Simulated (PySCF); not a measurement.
# B2AsH5: runs on many settings

Aim: see how B2AsH5 (`BB[AsH2]`) answers to the choice of functional, basis, grid and SCF options.

Computed with PySCF 2.14.0, with density-fitted response routines of our own, on a single molecule, in the gas phase or a continuum. Atoms are numbered from 0 throughout.

## Step 1: The starting structure

8 atoms, charge 0, multiplicity 1; geometry from: GFN2-xTB.

Bonds of the start (Å): B0–B1 1.59, B1–As2 2.03, B0–H3 1.18, B0–H4 1.18, B1–H5 1.17, As2–H6 1.51, As2–H7 1.51.

## Step 2: NMR shieldings: PBE0/pcSseg-1

Job settings and geometry (Å):

```
{"job": {"kind": "nmr", "xc": "PBE0", "basis": "pcSseg-1"}, "charge": 0, "multiplicity": 1}
B     -1.225531     0.346318    -0.475952
B     -0.254560    -0.769330     0.116701
As     1.708581    -0.264006     0.091944
H     -1.384855     0.496228    -1.632748
H     -1.726616     1.177392     0.189486
H     -0.456468    -1.849416     0.532545
H      1.524709     1.228332     0.192330
H      1.823797    -0.356106     1.591909
```

With the program's defaults for keys left out, this is: GIAO PBE0/pcSseg-1 NMR shielding, non-relativistic, gas phase.

On the command line:

```sh
OMP_NUM_THREADS=1 python probes_run.py task.json out
```

The driver reads the jobs from task.json and runs them one after another.

What it wrote:

```text
coarse grid: 30056 points
cycle   1  E = -2287.8965024007  dE = -8.365e-01  |g| = 6.880e-01  |ddm| = 2.487e+00
cycle   2  E = -2287.8988559784  dE = -2.354e-03  |g| = 5.058e-01  |ddm| = 5.254e-01
cycle   3  E = -2287.9201874900  dE = -2.133e-02  |g| = 1.035e-01  |ddm| = 4.078e-01
cycle   4  E = -2287.9220165147  dE = -1.829e-03  |g| = 2.007e-02  |ddm| = 1.374e-01
cycle   5  E = -2287.9221712386  dE = -1.547e-04  |g| = 2.337e-03  |ddm| = 3.271e-02
cycle   6  E = -2287.9221729232  dE = -1.685e-06  |g| = 8.345e-04  |ddm| = 3.950e-03
final grid: 62352 points
cycle   7  E = -2287.9221607976  dE = -3.225e-08  |g| = 8.854e-04  |ddm| = 2.359e-03
cycle   8  E = -2287.9221607600  dE =  3.757e-08  |g| = 9.789e-04  |ddm| = 2.163e-03
cycle   9  E = -2287.9221610287  dE = -2.687e-07  |g| = 4.822e-05  |ddm| = 1.075e-03
cycle  10  E = -2287.9221610295  dE = -7.967e-10  |g| = 1.949e-05  |ddm| = 9.054e-05
converged SCF energy = -2287.9221610295

GIAO shielding tensors (ppm)
atom      isotropic    diamagn.    paramagn.     s11        s22        s33       span
  0 B       10.990     195.545    -184.555   -103.306      1.284    134.994    238.299
  1 B      -18.282     194.936    -213.217   -149.087    -35.611    129.854    278.941
  2 As    1860.926    2878.088   -1017.161   1654.305   1884.249   2044.225    389.920
  3 H       22.566      29.150      -6.584     12.041     25.198     30.460     18.419
  4 H       22.442      29.255      -6.813     11.830     25.003     30.494     18.664
  5 H       19.804      28.934      -9.130      6.234     25.800     27.377     21.143
  6 H       28.611      29.882      -1.271     22.058     24.093     39.682     17.624
  7 H       29.020      28.998       0.022     21.820     23.209     42.032     20.211
```

It took 4.5 s on 1 thread of Arm Neoverse V2, shared host; peak memory 0.45 GiB.

The references, computed at this level on geometries of the same kind, shield at (ppm): 1H TMS 31.72, 11B BF3·OEt2 100.1, 75As AsH3 1989. Their shielding less the atom's gives the shift. The references are single molecules in the gas phase. Shifts against hydride references such as AlH4− lie on their own scale. Atoms listed in one row are averaged.

| atoms | environment | σ (ppm) | δ (ppm) |
| --- | --- | --- | --- |
| H5 | hydrogen on a boron bonded to As, B | 19.80 | 11.91 |
| H3, H4 | hydrogen on a boron bonded to B | 22.50 | 9.21 |
| H6, H7 | hydrogen on an arsenic bonded to B | 28.82 | 2.90 |
| B1 | boron bonded to As, B, H | -18.3 | 118.3 |
| B0 | boron bonded to B, 2 H | 11.0 | 89.1 |
| As2 | arsenic bonded to B, 2 H | 1861 | 128 |

The run also stored atomic charges by several schemes (e):

| atoms | Mulliken | IAO | Hirshfeld | ESP fit |
| --- | --- | --- | --- | --- |
| B0 | -0.06 | -0.12 | 0.05 | 0.06 |
| B1 | 0.00 | -0.16 | 0.04 | 0.11 |
| As2 | -0.24 | 0.16 | 0.09 | -0.16 |

Mayer bond orders: B0–B1 1.10, B1–As2 1.03.

## Step 3: TDDFT and polarisability: PBE0/def2-SVPD

Settings changed since step 2:

```diff
@@ -1,2 +1,2 @@
-{"job": {"kind": "nmr", "xc": "PBE0", "basis": "pcSseg-1"}, "charge": 0, "multiplicity": 1}
+{"job": {"kind": "uv", "xc": "PBE0", "basis": "def2-SVPD", "nstates": 6, "ntriplets": 2}, "charge": 0, "multiplicity": 1}
 B     -1.225531     0.346318    -0.475952
```

Level: TDDFT PBE0/def2-SVPD, vertical, gas phase, core orbitals frozen in the response.

What it wrote:

```text
coarse grid: 30056 points
cycle   1  E = -2287.8400603547  dE = -7.533e-01  |g| = 2.288e-01  |ddm| = 3.295e+00
cycle   2  E = -2287.8438903542  dE = -3.830e-03  |g| = 1.955e-01  |ddm| = 6.859e-01
cycle   3  E = -2287.8525734249  dE = -8.683e-03  |g| = 3.286e-02  |ddm| = 2.928e-01
cycle   4  E = -2287.8529419893  dE = -3.686e-04  |g| = 9.314e-03  |ddm| = 7.495e-02
cycle   5  E = -2287.8529761548  dE = -3.417e-05  |g| = 1.913e-03  |ddm| = 2.012e-02
cycle   6  E = -2287.8529775033  dE = -1.348e-06  |g| = 3.696e-04  |ddm| = 4.550e-03
final grid: 62352 points
cycle   7  E = -2287.8529634628  dE = -3.116e-08  |g| = 3.412e-04  |ddm| = 2.895e-03
cycle   8  E = -2287.8529634653  dE = -2.487e-09  |g| = 3.257e-04  |ddm| = 1.276e-03
cycle   9  E = -2287.8529635039  dE = -3.861e-08  |g| = 2.173e-05  |ddm| = 6.120e-04
cycle  10  E = -2287.8529635041  dE = -1.528e-10  |g| = 4.419e-06  |ddm| = 3.919e-05
converged SCF energy = -2287.8529635041

Static polarisability (au): isotropic 65.675, principal 53.217 58.004 85.805

Singlet excitations
state   eV       nm        f      main configurations
  1   4.3092    287.7   0.01398   H->L 0.51, H->L+1 0.43
  2   4.6884    264.4   0.10528   H->L+1 0.52, H->L 0.37
  3   5.6873    218.0   0.02758   H-1->L 0.51, H-1->L+1 0.31
  4   5.8133    213.3   0.01761   H-1->L+1 0.53, H-2->L 0.16, H-2->L+1 0.13
  5   5.9768    207.4   0.03728   H-2->L 0.60, H-1->L 0.22
  6   6.2879    197.2   0.06095   H-2->L+1 0.37, H-3->L 0.26, H-3->L+1 0.20

Triplet excitations (Tamm-Dancoff, eV): 3.5126 3.9067
```

It took 4.6 s on 1 thread of Arm Neoverse V2, shared host; peak memory 0.51 GiB.

Frontier orbitals and where they lie:

| orbital | eV | atoms |
| --- | --- | --- |
| HOMO−3 | -10.00 | B0 41 %, H3 22 %, H4 16 % |
| HOMO−2 | -9.35 | B1 28 %, As2 25 %, H6 16 % |
| HOMO−1 | -8.94 | As2 29 %, B0 22 %, B1 22 % |
| HOMO | -7.46 | As2 52 %, B1 22 %, B0 11 % |
| LUMO | -1.79 | B1 38 %, B0 26 %, As2 17 % |
| LUMO+1 | -1.62 | B0 38 %, B1 26 %, As2 9 % |
| LUMO+2 | 0.34 | As2 38 %, B1 24 %, H7 17 % |

With each of the 6 states as a Gaussian band of 0.4 eV half-width at 1/e, the curve within the window shown has maxima at 265 nm (ε 4,500), 205 nm (ε 4,200) L/(mol cm). Beyond the last state computed it falls off for lack of states. The curve at chosen wavelengths:

nm, ε (L/mol/cm) and a bar:
```
      188       1576 ##########
      194       3009 ####################
      200       3975 ###########################
      206       4167 ############################
      211       3842 ##########################
      217       3050 ####################
      223       2091 ##############
      229       1334 #########
      235       1075 #######
      241       1431 #########
      246       2126 ##############
      252       3173 #####################
      258       4067 ###########################
      264       4491 ##############################
      270       4354 #############################
      276       3787 #########################
      281       3150 #####################
      287       2366 ################
      293       1681 ###########
      299       1145 #######
      305        755 #####
      311        484 ###
      316        328 ##
      322        201 #
      328        121 
      334         71
```

Ground-state properties from the same run:

| property | computed |
| --- | --- |
| dipole moment (D) | 0.38 |
| polarisability (Å³) | 9.73 |
| HOMO–LUMO gap (eV) | 5.68 |
| −ε(HOMO) (eV) | 7.46 |

## Step 4: Ultraviolet spectrum: PW91/def2-SVPD

Settings changed since step 3:

```diff
@@ -1,2 +1,2 @@
-{"job": {"kind": "uv", "xc": "PBE0", "basis": "def2-SVPD", "nstates": 6, "ntriplets": 2}, "charge": 0, "multiplicity": 1}
+{"job": {"kind": "uv", "xc": "PW91", "basis": "def2-SVPD", "nstates": 3, "ntriplets": 5, "tda": false, "grid": 3, "scf": {"conv": 1e-11}}, "charge": 0, "multiplicity": 1}
 B     -1.225531     0.346318    -0.475952
```

With the program's defaults for keys left out, this is: TDDFT PW91/def2-SVPD, vertical, gas phase, core orbitals frozen in the response.

What it wrote:

```text
final grid: 97560 points
cycle   1  E = -2288.2821267416  dE = -7.663e-01  |g| = 3.642e-01  |ddm| = 3.563e+00
cycle   2  E = -2288.2555846569  dE =  2.654e-02  |g| = 4.445e-01  |ddm| = 1.140e+00
cycle   3  E = -2288.3098732841  dE = -5.429e-02  |g| = 1.051e-01  |ddm| = 7.028e-01
cycle   4  E = -2288.3148128481  dE = -4.940e-03  |g| = 1.523e-02  |ddm| = 2.054e-01
cycle   5  E = -2288.3149037866  dE = -9.094e-05  |g| = 7.021e-03  |ddm| = 4.450e-02
cycle   6  E = -2288.3149200628  dE = -1.628e-05  |g| = 1.552e-03  |ddm| = 1.477e-02
cycle   7  E = -2288.3149208606  dE = -7.977e-07  |g| = 2.205e-04  |ddm| = 3.509e-03
cycle   8  E = -2288.3149208753  dE = -1.469e-08  |g| = 1.059e-04  |ddm| = 6.074e-04
cycle   9  E = -2288.3149208802  dE = -4.948e-09  |g| = 1.852e-05  |ddm| = 2.683e-04
cycle  10  E = -2288.3149208803  dE = -1.346e-10  |g| = 5.898e-06  |ddm| = 4.833e-05
cycle  11  E = -2288.3149208804  dE = -1.637e-11  |g| = 7.166e-07  |ddm| = 1.306e-05
cycle  12  E = -2288.3149208804  dE = -7.276e-12  |g| = 1.447e-07  |ddm| = 1.943e-06
converged SCF energy = -2288.3149208804

Static polarisability (au): isotropic 68.237, principal 54.076 59.448 91.188

Singlet excitations
state   eV       nm        f      main configurations
  1   4.0491    306.2   0.00228   H->L+1 0.72, H->L 0.28
  2   4.3155    287.3   0.11235   H->L 0.67, H->L+1 0.26
  3   5.2111    237.9   0.00864   H-1->L 0.51, H-1->L+1 0.46

Triplet excitations (Tamm-Dancoff, eV): 3.3352 3.5478 4.5850 4.7588 5.0507
```

Run time: 8 s. Hardware: 1 thread of Arm Neoverse V2, shared host; peak memory 0.49 GiB.

In short: HOMO -6.48 eV, LUMO -2.74 eV; lowest singlet 4.05 eV.

## Step 5: NMR shieldings: mPW1PW91/3-21G in water

Settings changed since step 4:

```diff
@@ -1,2 +1,2 @@
-{"job": {"kind": "uv", "xc": "PW91", "basis": "def2-SVPD", "nstates": 3, "ntriplets": 5, "tda": false, "grid": 3, "scf": {"conv": 1e-11}}, "charge": 0, "multiplicity": 1}
+{"job": {"kind": "nmr", "xc": "mPW1PW91", "basis": "3-21G", "solvent": "water", "pop": true, "scf": {"aux": "def2-universal-jkfit"}}, "charge": 0, "multiplicity": 1}
 B     -1.225531     0.346318    -0.475952
```

With the program's defaults for keys left out, this is: GIAO mPW1PW91/3-21G NMR shielding, non-relativistic, IEF-PCM water.

What it wrote:

```text
final grid: 62352 points
cycle   1  E = -2277.6027782111  dE = -2.044e+00  |g| = 1.829e-01  |ddm| = 2.577e+00
cycle   2  E = -2277.6125517621  dE = -9.774e-03  |g| = 1.006e-01  |ddm| = 4.943e-01
cycle   3  E = -2277.6163996177  dE = -3.848e-03  |g| = 1.044e-02  |ddm| = 1.774e-01
cycle   4  E = -2277.6164400747  dE = -4.046e-05  |g| = 4.591e-03  |ddm| = 3.017e-02
cycle   5  E = -2277.6164480407  dE = -7.966e-06  |g| = 6.740e-04  |ddm| = 8.077e-03
cycle   6  E = -2277.6164482572  dE = -2.166e-07  |g| = 1.670e-04  |ddm| = 1.497e-03
cycle   7  E = -2277.6164482684  dE = -1.112e-08  |g| = 2.757e-05  |ddm| = 3.080e-04
cycle   8  E = -2277.6164482690  dE = -6.667e-10  |g| = 7.471e-06  |ddm| = 9.028e-05
converged SCF energy = -2277.6164482690

GIAO shielding tensors (ppm)
atom      isotropic    diamagn.    paramagn.     s11        s22        s33       span
  0 B       44.566     193.656    -149.090    -54.403     36.635    151.465    205.868
  1 B       18.206     197.791    -179.585    -95.140      3.856    145.902    241.042
  2 As    2102.964    2868.146    -765.182   1919.648   2125.479   2263.767    344.119
  3 H       23.175      29.534      -6.360     12.716     25.535     31.273     18.557
  4 H       23.088      29.555      -6.467     12.666     25.394     31.204     18.538
  5 H       20.691      30.436      -9.745      7.702     26.324     28.047     20.345
  6 H       29.529      29.366       0.162     23.171     25.002     40.412     17.241
  7 H       29.699      29.177       0.523     22.690     23.949     42.458     19.767
```

It took 2.2 s on 1 thread of Arm Neoverse V2, shared host; peak memory 0.36 GiB.

In short: σ B1 18.2, B0 44.6, As2 2103, H5 20.69, H3 23.13 ppm (means over like atoms).

## Step 6: J couplings: CAM-B3LYP/def2-SVPD

Settings changed since step 5:

```diff
@@ -1,2 +1,2 @@
-{"job": {"kind": "nmr", "xc": "mPW1PW91", "basis": "3-21G", "solvent": "water", "pop": true, "scf": {"aux": "def2-universal-jkfit"}}, "charge": 0, "multiplicity": 1}
+{"job": {"kind": "j", "xc": "CAM-B3LYP", "basis": "def2-SVPD", "scf": {"damp": 0.2, "aux": "def2-universal-jkfit"}}, "charge": 0, "multiplicity": 1}
 B     -1.225531     0.346318    -0.475952
```

With the program's defaults for keys left out, this is: CAM-B3LYP/def2-SVPD indirect spin-spin coupling, non-relativistic, gas phase.

What it wrote:

```text
damping 0.20 in the first 6 cycles
final grid: 62352 points
cycle   1  E = -2288.2676884236  dE = -7.200e-01  |g| = 2.362e-01  |ddm| = 3.252e+00
cycle   2  E = -2288.2789977566  dE = -1.131e-02  |g| = 9.664e-02  |ddm| = 4.812e-01
cycle   3  E = -2288.2804857432  dE = -1.488e-03  |g| = 4.877e-02  |ddm| = 2.187e-01
cycle   4  E = -2288.2807665062  dE = -2.808e-04  |g| = 2.636e-02  |ddm| = 1.066e-01
cycle   5  E = -2288.2808328549  dE = -6.635e-05  |g| = 1.476e-02  |ddm| = 5.626e-02
cycle   6  E = -2288.2808388568  dE = -6.002e-06  |g| = 1.403e-02  |ddm| = 3.995e-02
cycle   7  E = -2288.2808406450  dE = -1.788e-06  |g| = 1.349e-02  |ddm| = 3.690e-02
cycle   8  E = -2288.2808587261  dE = -1.808e-05  |g| = 1.265e-04  |ddm| = 1.811e-02
cycle   9  E = -2288.2808587511  dE = -2.502e-08  |g| = 4.236e-05  |ddm| = 7.337e-04
cycle  10  E = -2288.2808587523  dE = -1.216e-09  |g| = 1.056e-05  |ddm| = 1.237e-04
cycle  11  E = -2288.2808587525  dE = -1.696e-10  |g| = 2.131e-06  |ddm| = 6.258e-05
converged SCF energy = -2288.2808587525

Indirect spin-spin couplings (Hz)
  i      j    bonds     total        FC       PSO       DSO        SD
  0 B    1 B    1    153.864   155.291    -2.007     0.213     0.368
  0 B    3 H    1    149.771   151.014    -2.035     0.409     0.383
  0 B    4 H    1    154.778   156.038    -2.045     0.401     0.385
  0 B    5 H    2      7.797     8.046     0.005    -0.297     0.044
  0 B    6 H    3      5.751     5.272     0.052     0.340     0.088
  0 B    7 H    3      1.583     1.841     0.206    -0.431    -0.033
  1 B    3 H    2      5.943     6.115    -0.066    -0.111     0.006
  1 B    4 H    2      5.798     5.957    -0.057    -0.119     0.017
  1 B    5 H    1    177.654   178.719    -2.323     0.875     0.382
  1 B    6 H    2     -4.587    -3.767    -0.442    -0.362    -0.016
  1 B    7 H    2     -3.851    -3.517    -0.235    -0.147     0.047
  3 H    4 H    2    -14.355   -13.930     1.115    -1.802     0.262
  3 H    5 H    3     -1.468    -1.202     0.788    -1.061     0.007
  3 H    6 H    4      1.820     1.394     0.149     0.277     0.000
  3 H    7 H    4      1.505     2.756     0.667    -1.920     0.001
  4 H    5 H    3     -1.933    -1.701     0.767    -1.004     0.005
  4 H    6 H    4      0.865    -0.056    -0.117     1.019     0.020
  4 H    7 H    4      4.785     5.018     0.277    -0.503    -0.007
  5 H    6 H    3     11.468    13.541     0.762    -2.833    -0.002
  5 H    7 H    3      4.150     3.798     0.123     0.180     0.049
  6 H    7 H    2    -10.729   -10.552     0.680    -0.957     0.099
```

Run time: 12 s. Hardware: 1 thread of Arm Neoverse V2, shared host; peak memory 0.54 GiB.

This basis has no tight s functions, so the Fermi-contact terms are rough.

A choice of the couplings up to four bonds, sorted by the number of bonds, with means over like pairs; isotopes 11B, 1H:

| pair | bonds | J (Hz) | Fermi contact (Hz) | dihedral (°) |
| --- | --- | --- | --- | --- |
| B1–H5 | 1 | 177.7 | 178.7 | – |
| B0–B1 | 1 | 153.9 | 155.3 | – |
| B0–H3 | 1 | 152.3 | 153.5 | – |
| H3–H4 | 2 | -14.4 | -13.9 | – |
| H6–H7 | 2 | -10.7 | -10.6 | – |
| B0–H5 | 2 | 7.8 | 8.0 | – |
| B1–H3 | 2 | 5.9 | 6.0 | – |
| B1–H6 | 2 | -4.2 | -3.6 | – |
| H5–H6 | 3 | 7.8 | 8.7 | – |
| B0–H6 | 3 | 3.7 | 3.6 | – |
| H3–H5 | 3 | -1.7 | -1.5 | -97 |
| H3–H6 | 4 | 2.2 | 2.3 | – |

The response was solved for the nuclei of B, H alone, so couplings that need other nuclei can be missing.

Quadrupole couplings from the field gradients of the same density:

| atom | isotope | eQq/h (MHz) | η |
| --- | --- | --- | --- |
| As2 | 75As | -135.6 | 0.60 |
| B0 | 11B | 5.540 | 0.19 |
| B1 | 11B | 5.257 | 0.36 |

Joined with the shifts from before (PBE0/pcSseg-1, unscaled), the couplings predict the line list below for 400 MHz. Couplings to quadrupolar nuclei are left out.

1H NMR δ 11.91 (br, 1H), 9.21 (br, 2H), 2.90 (m, 2H).

## Step 7: Comparing the runs: NMR shifts

Isotropic shieldings (ppm), means over like atoms, with basis size and wall time:

| run | H5 | H3 | H6 | B1 | B0 | As2 | functions | time |
| --- | --- | --- | --- | --- | --- | --- | --- | --- |
| PBE0/pcSseg-1 | 19.80 | 22.50 | 28.82 | -18.3 | 11.0 | 1861 | 100 | 4.5 s |
| mPW1PW91/3-21G in water | 20.69 | 23.13 | 29.61 | 18.2 | 44.6 | 2103 | 50 | 2.2 s |

## Step 8: Comparing the runs: electronic excitations

Excitations and ground-state properties, with basis size and wall time:

| run | lowest singlet (eV) | brightest (eV) | f | gap (eV) | α (Å³) | μ (D) | functions | time |
| --- | --- | --- | --- | --- | --- | --- | --- | --- |
| PBE0/def2-SVPD | 4.31 | 4.69 | 0.105 | 5.68 | 9.73 | 0.38 | 118 | 4.6 s |
| PW91/def2-SVPD | 4.05 | 4.32 | 0.112 | 3.74 | 10.11 | 0.44 | 118 | 8 s |

## Step 9: Summary of results

| quantity | value |
| --- | --- |
| 1H shifts against TMS (PBE0/pcSseg-1, means over atoms taken as alike) | 11.91, 9.21, 2.90 ppm |
| 11B shifts against BF3·OEt2 (PBE0/pcSseg-1) | 118.3, 89.1 ppm |
| 75As shifts against AsH3 (PBE0/pcSseg-1) | 128 ppm |
| lowest singlet (PBE0/def2-SVPD) | 4.31 eV (288 nm), f = 0.014 |
| brightest single state of those computed | state 2, 4.69 eV, f = 0.105 |
| lowest triplet | 3.51 eV |
| largest coupling of the table (CAM-B3LYP/def2-SVPD) | 1J(B,H) B1–H5, 177.7 Hz |
| range of the shielding of As2 | 1861 to 2103 ppm |
| range of the lowest singlet | 4.05 to 4.31 eV |

Single values in the summary come from the first run of each kind that ended normally (PBE0/pcSseg-1; PBE0/def2-SVPD; CAM-B3LYP/def2-SVPD), which need not be the best level. At PBE0/pcSseg-1: The widest tensor belongs to As2: span 390 ppm, with a paramagnetic part of -1017 ppm. The first singlet state (HOMO→LUMO 0.51, HOMO→LUMO+1 0.43) lies at 4.31 eV and is weak; of the 6 states computed, the strongest absorption comes from state 2 at 4.69 eV (the last state computed is bright too, and its partners may lie past the list). The lowest triplet lies 0.80 eV below the lowest singlet (triplets in Tamm-Dancoff, singlets in full TDDFT). Of the pairs tabulated at CAM-B3LYP/def2-SVPD, B1–H5 couples most strongly (177.7 Hz; Fermi contact 178.7 Hz). In ppm, As2 moves most: its shielding spreads over 242 ppm, from 1861 (PBE0/pcSseg-1) to 2103 (mPW1PW91/3-21G in water). The lowest singlet runs from 4.05 eV (PW91/def2-SVPD) to 4.31 eV (PBE0/def2-SVPD), while the orbital gap spans 3.74 to 5.68 eV: the excitation energy moves far less from run to run than the orbital gap does. The lowest state need not be the same one in every run. The runs solved for a few states only, so the brightest column depends on that window. Spin-orbit coupling is left out, which matters for shieldings and couplings at and beside the heavy atoms. Couplings from bases without tight functions are rough.
